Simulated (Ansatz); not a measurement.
NaB, space group Fm-3m, cell relaxations under several functionals

Program: Ansatz's Python interface.

The cells in order, each with its output:

In [1]:
```python
import ansatz
import numpy as np
```

In [2]:
```python
SETTINGS = {
    "mesh": (9, 9, 9),
}
```

In [3]:
```python
def edges_and_angles(cell):
    cell = np.asarray(cell)
    a, b, c = np.linalg.norm(cell, axis=1)
    cosines = cell[1] @ cell[2] / (b * c), cell[0] @ cell[2] / (a * c), cell[0] @ cell[1] / (a * b)
    return (a, b, c, *np.degrees(np.arccos(cosines)))
```

In [4]:
```python
nab = (
    ansatz.Lattice.of((0.0, 2.683869, 2.683869), (2.683869, 0.0, 2.683869), (2.683869, 2.683869, 0.0))
    .atom("Na", (0.0, 0.0, 0.0))
    .atom("B", (0.5, 0.5, 0.5))
)
```

In [5]:
```python
len(nab.resolved().sites)
```
Out [5]:
```text
2
```

In [6]:
```python
model = nab.calculation()
model = model.occupations(ansatz.OccupationsMethod.FERMI_DIRAC)
model = model.kpoints(mesh=SETTINGS["mesh"])
model = model.relax(cell=True, max_steps=60, max_displacement=0.3)

levels = [("pbe", "d4"), ("pbesol", "none"), ("lda", "none"), ("r2scan", "rvv10")]
print("level            a       b       c    alpha   beta  gamma  V/atom  steps")
for name, dispersion in levels:
    seen = []
    run = model.functional(name, dispersion=dispersion).session().plan()
    result = run.execute(on_event=lambda e: seen.append(e) if e["event"] == "relax_step" else None)
    cell = result.lattice.cell_ang
    label = name if dispersion == "none" else f"{name}+{dispersion}"
    print("{:13s} {:7.4f} {:7.4f} {:7.4f} {:6.2f} {:6.2f} {:6.2f}".format(label, *edges_and_angles(cell)), f"{abs(np.linalg.det(cell)) / len(result.lattice.sites):7.3f} {len(seen):5d}")
```
```text
level            a       b       c    alpha   beta  gamma  V/atom  steps
DeckWarning: basis.ecutwfc = 420 eV, auto-derived from the records' recommended cutoffs: set by Na (normal level)
pbe+d4         3.7678  3.7678  3.7678  60.00  60.00  60.00  18.911     4
pbesol         3.7495  3.7495  3.7495  60.00  60.00  60.00  18.637     4
lda            3.6803  3.6803  3.6803  60.00  60.00  60.00  17.624     5
DeckWarning: basis.ecutwfc = 500 eV, auto-derived from the records' recommended cutoffs: set by Na (their level for a meta-GGA)
r2scan+rvv10   3.7721  3.7721  3.7721  60.00  60.00  60.00  18.976     4
```

From smallest to largest: LDA (17.62 Å³ an atom, -8.8 % against the start), PBEsol (18.64 Å³ an atom, -3.6 % against the start), PBE+D4 (18.91 Å³ an atom, -2.2 % against the start) and r2SCAN+RVV10 (18.98 Å³ an atom, -1.8 % against the start). The spread is 7.7 % in volume.

Caveats:
- These settings explore the input space; cutoff and mesh may be short of convergence.
- Forces vanish by symmetry, so the ions can't move, and the end may be a saddle.
- Dispersion corrections can be off by several per cent in the lattices of metals, and by several GPa in the pressure at a fixed cell.
- For a metal this k-point mesh is coarse: on a finer one energies can move by several to tens of meV an atom and pressures by half a GPa or more, differences at one mesh by less.
- Edges and angles are those of the cell as typed, here a primitive one, not of the conventional cell.
- The structure comes from a database of computed cells and needn't be a stable or known phase.
- Warnings are shown shortened and without file and line.
- Timing: 24 s on 1 thread of Arm Neoverse V1, with other jobs on the host, peak memory 0.54 GiB.
